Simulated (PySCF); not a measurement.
# BH7N2OSi: the cost of one run

Computed with PySCF 2.14.0, with density-fitted response routines of our own, on a single molecule in the gas phase. Atoms are numbered from 0 throughout.

## 1. The starting structure

12 atoms, charge 0, multiplicity 1; geometry from: GFN2-xTB. The atoms were then displaced at random by about 0.01 Å, so the start is not that level's minimum.

Bonds of the start (Å): N0–B1 1.38, B1–N2 1.42, B1–O3 1.40, O3–Si4 1.57, N0–H5 1.02, N0–H6 1.01, N2–H7 0.97, N2–H8 1.00, Si4–H9 1.48, Si4–H10 1.46, Si4–H11 1.46.

## 2. Relaxing the molecule at PBE0-D3(BJ)/def2-SVP

What the job is given:

```
{"job": {"xc": "PBE0", "basis": "def2-SVP", "d3": "d3bj", "grid": 1, "shake": 0.01, "kind": "geom"}, "charge": 0, "multiplicity": 1}
N     -1.631770     0.774490     0.939150
B     -0.733260     0.002380     0.223090
N     -1.146110    -1.207540    -0.386870
O      0.591950     0.437420     0.136280
Si     2.043290     0.283360    -0.431500
H     -1.390100     1.670220     1.363160
H     -2.610100     0.565620     1.052140
H     -2.040460    -1.570740    -0.340760
H     -0.483920    -1.774520    -0.868770
H      2.896870     0.739030     0.688490
H      2.370960    -1.095810    -0.785680
H      2.172330     1.147820    -1.597740
```

Run with:

```console
$ OMP_NUM_THREADS=1 python probes_run.py task.json out
```

One launch serves the whole session: the jobs run in the order shown.

**Question.** How long does this first job take on 1 thread of Arm Neoverse V1, shared host, and how much memory does it need?

About 43 s, with a peak of 0.45 GiB.
